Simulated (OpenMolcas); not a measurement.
# One shape, several levels: doublet GaSiH4F+

Wanted: a comparison of 6 runs (UHF/def2-SVP, UB3LYP/6-31G*, U-r2SCAN/def2-SVP, UB3LYP/def2-SVP, UPBE0/def2-SVP, ROMP2/def2-SVP) of doublet GaSiH4F+. 

The results are computed with OpenMolcas 26.06.

1 further run of the same task is left out (it didn't finish).

### Step 1. The structure to begin with

GaSiH4F+: 7 atoms, total charge +1, spin state doublet. As SMILES of the parent species, `[F][GaH][SiH3]`. The shape is that of a PBE0-D4/def2-TZVP optimisation. That shape belongs to the parent species and isn't relaxed for this state.

Bond lengths: F1–Ga2 1.766 Å, Ga2–Si3 2.406 Å, Ga2–H4 1.565 Å, Si3–H5 1.487 Å, Si3–H6 1.487 Å, Si3–H7 1.487 Å. Angles: F1–Ga2–Si3 112.7°, F1–Ga2–H4 112.3°, Si3–Ga2–H4 135.0°, Ga2–Si3–H5 109.4°, Ga2–Si3–H6 111.2°, Ga2–Si3–H7 109.6°, H5–Si3–H6 108.8°, H5–Si3–H7 108.9°, H6–Si3–H7 108.9°.

### Step 2. The energy at UHF/def2-SVP (run 1)

File coord.xyz:

```xyz
7

F      0.231600    -2.152100     1.342200
Ga     0.019100    -0.400000     1.279300
Si    -0.029700     0.450800    -0.970800
H     -0.096900     0.235400     2.704700
H     -1.196100    -0.125700    -1.691600
H     -0.144400     1.933400    -0.983000
H      1.216400     0.058100    -1.680800
```

File job.inp:

```
&gateway
baslib
$CurrDir
coord
coord.xyz
basis
def2-SVP
group
NoSym
&seward
&scf
uhf
charge
1
spin
2
thresholds
1e-10 1e-07 1e-07 1e-05
prorbitals
1 1
```

The basis set def2-SVP is read from a file made from the Basis Set Exchange's data (not shown).

Launch:

```console
$ export MOLCAS_MEM=1860
$ pymolcas job.inp > job.log
```

Standard output:

```text
--- Start Module: gateway ---
[...]
--- Stop Module: gateway /rc=_RC_ALL_IS_WELL_ ---
--- Start Module: seward ---
[...]
      Basis functions           84
--- Stop Module: seward /rc=_RC_ALL_IS_WELL_ ---
[...]
--- Start Module: scf ---
[...]
       Convergence after  24 Iterations
[...]
::    Total SCF energy                              -2313.1991450011
[...]
      Total spin, S                                     0.5188323163
[...]
      Total electronic charge=   57.000000
      Total            charge=    1.000000
[...]
      Dipole Moment (debye):
      Origin of the operator (angstrom)=    0.0389   -0.4480    0.7075
                   X= -5.6221E-01               Y=  5.0942E+00               Z= -2.3014E+00           Total=  5.6181E+00
      Center of Charge (angstrom)
[...]
--- Stop Module: scf /rc=_RC_ALL_IS_WELL_ ---
[...]
```

It took 6.6 s on 1 thread of Intel Xeon 6975P-C (Granite Rapids), shared host; peak memory 0.47 GiB.

### Step 3. A single-point energy at UB3LYP/6-31G(d) (Cartesian functions) (run 2)

File mol.input:

```
&GATEWAY
 BasLib=$CurrDir
 Coord
 7
 bohr
 F      0.43766057    -4.06687959     2.53639040
 Ga     0.03609377    -0.75589045     2.41752663
 Si    -0.05612487     0.85188854    -1.83454612
 H     -0.18311446     0.44484153     5.11114225
 H     -2.26030142    -0.23753857    -3.19666071
 H     -0.27287645     3.65359649    -1.85760078
 H      2.29866286     0.10979309    -3.17625167
 Basis=6-31Gs
 Group=NoSym

&SEWARD
 GridInput
 Grid=UltraFine
 End of Grid

&SCF
 UHF
 Charge=1
 Spin=2
 KSDFT=B3LYP
 Thresholds=1e-10 1e-07 1e-07 1e-05
 PrOrbitals=1
```

The basis set 6-31G* is read from a file made from the Basis Set Exchange's data (not shown).

Launch:

```console
$ export MOLCAS_MEM=1860
$ pymolcas mol.input > mol.log
```

Standard output:

```text
--- Start Module: gateway ---
[...]
--- Stop Module: gateway /rc=_RC_ALL_IS_WELL_ ---
--- Start Module: seward ---
[...]
      Basis functions           77
--- Stop Module: seward /rc=_RC_ALL_IS_WELL_ ---
[...]
--- Start Module: scf ---
[...]
       Convergence after  25 Iterations
[...]
::    Total KS-DFT energy                           -2316.0297650950
[...]
      Total spin, S                                     0.5041062597
[...]
      Total electronic charge=   57.000000
      Total            charge=    1.000000
[...]
      Dipole Moment (debye):
      Origin of the operator (angstrom)=    0.0389   -0.4480    0.7075
                   X= -4.3990E-01               Y=  3.9446E+00               Z= -1.7316E+00           Total=  4.3303E+00
      Center of Charge (angstrom)
[...]
--- Stop Module: scf /rc=_RC_ALL_IS_WELL_ ---
[...]
```

Wall time 29 s (1 thread of Intel Xeon 6975P-C (Granite Rapids), shared host); peak memory 0.44 GiB.

Runs 3 to 5 aren't shown in full; the table further down has their settings and results.

### Step 4. A single-point energy at ROMP2/def2-SVP (run 6)

File mol.input:

```
* FGaH4Si ROMP2

&GATEWAY
  BasLib = $CurrDir
  Coord
  7
  bohr
  F      0.43766057    -4.06687959     2.53639040
  Ga     0.03609377    -0.75589045     2.41752663
  Si    -0.05612487     0.85188854    -1.83454612
  H     -0.18311446     0.44484153     5.11114225
  H     -2.26030142    -0.23753857    -3.19666071
  H     -0.27287645     3.65359649    -1.85760078
  H      2.29866286     0.10979309    -3.17625167
  Basis = def2-SVP
  Group = NoSym

&SEWARD

&SCF
  UHF
  Charge = 1
  Spin = 2
  Thresholds = 1e-10 1e-07 1e-07 1e-05
  PrOrbitals = 0

&RASSCF
  FileOrb = $Project.UnaOrb
  Spin = 2
  Nactel = 1 0 0
  Inactive = 28
  Ras2 = 1
  OutOrbitals = Canonical
  OrbListing = Few

&CASPT2
  IPEA = 0.0
  Frozen = 15
```

The basis set def2-SVP is read from a file made from the Basis Set Exchange's data (not shown).

Launch:

```console
$ export MOLCAS_MEM=1860
$ pymolcas mol.input > mol.log
```

Standard output:

```text
--- Start Module: gateway ---
[...]
--- Stop Module: gateway /rc=_RC_ALL_IS_WELL_ ---
[...]
      Basis functions           84
[...]
       Convergence after  24 Iterations
[...]
::    Total SCF energy                              -2313.1991450012
[...]
      Total spin, S                                     0.5188323163
[...]
--- Start Module: rasscf ---
[...]
      Number of active orbitals                  1
[...]
      Spin quantum number                      0.5
[...]
      Active orbitals                            1
[...]
      Number of CSFs                             1
[...]
      Number of root(s) required                 1
[...]
      Convergence after 14 iterations
[...]
      printout of CI-coefficients larger than  0.05 for root  1
      energy=   -2313.193941
      conf/sym  1     Coeff  Weight
             1  u   1.00000 1.00000
      Natural orbitals and occupation numbers for root  1
      sym 1:   1.000000
      ************************************************************************************************************************
      *                                                    Final results                                                     *
[...]
::    RASSCF root number  1 Total energy:  -2313.19394090
[...]
      Total electronic charge=   57.000000
      Total            charge=    1.000000
[...]
      Dipole Moment (debye):
      Origin of the operator (angstrom)=    0.0389   -0.4480    0.7075
                   X= -5.5240E-01               Y=  5.1353E+00               Z= -2.8752E+00           Total=  5.9113E+00
      Center of Charge (angstrom)
[...]
--- Stop Module: rasscf /rc=_RC_ALL_IS_WELL_ ---
[...]
--- Start Module: caspt2 ---
[...]
 ###    WARNING: User changed nr of frozen orbitals.                         ###
 ###############################################################################
[...]
      E2 (Variational):          -0.4960979607
      Total energy:           -2313.6900388584
[...]
      Reference weight:           0.87153
[...]
::    CASPT2 Root  1     Total energy:  -2313.69003886
[...]
--- Stop Module: caspt2 /rc=_RC_ALL_IS_WELL_ ---
[...]
```

Run time: 11 s. Hardware: 1 thread of Intel Xeon 6975P-C (Granite Rapids), shared host; peak memory 0.47 GiB.

### Step 5. Overview of the runs

```csv
run,level,Cartesian functions,integration grid,energy (Eh),HOMO energy (eV),LUMO energy (eV),⟨S²⟩,wall time
1,UHF/def2-SVP,no,–,-2313.199145,-18.83,-8.93,0.788,6.6 s
2,UB3LYP/6-31G* (Cartesian functions),yes,UltraFine,-2316.029765,-14.91,-12.44,0.758,29 s
3,U-r2SCAN/def2-SVP,no,UltraFine,-2315.757081,-14.31,-12.88,0.760,43 s
4,UB3LYP/def2-SVP,no,UltraFine,-2315.905235,-14.96,-12.49,0.758,28 s
5,UPBE0/def2-SVP,no,UltraFine,-2315.355452,-15.25,-12.30,0.760,26 s
6,ROMP2/def2-SVP,no,–,-2313.690039,–,–,–,11 s
```

### Step 6. Summary of results

| quantity | value |
| --- | --- |
| run 6: total energy | -2313.69004 Eh |

Totals of different functionals can't be ranked against each other. All runs together took 2.4 min, the longest 43 s.
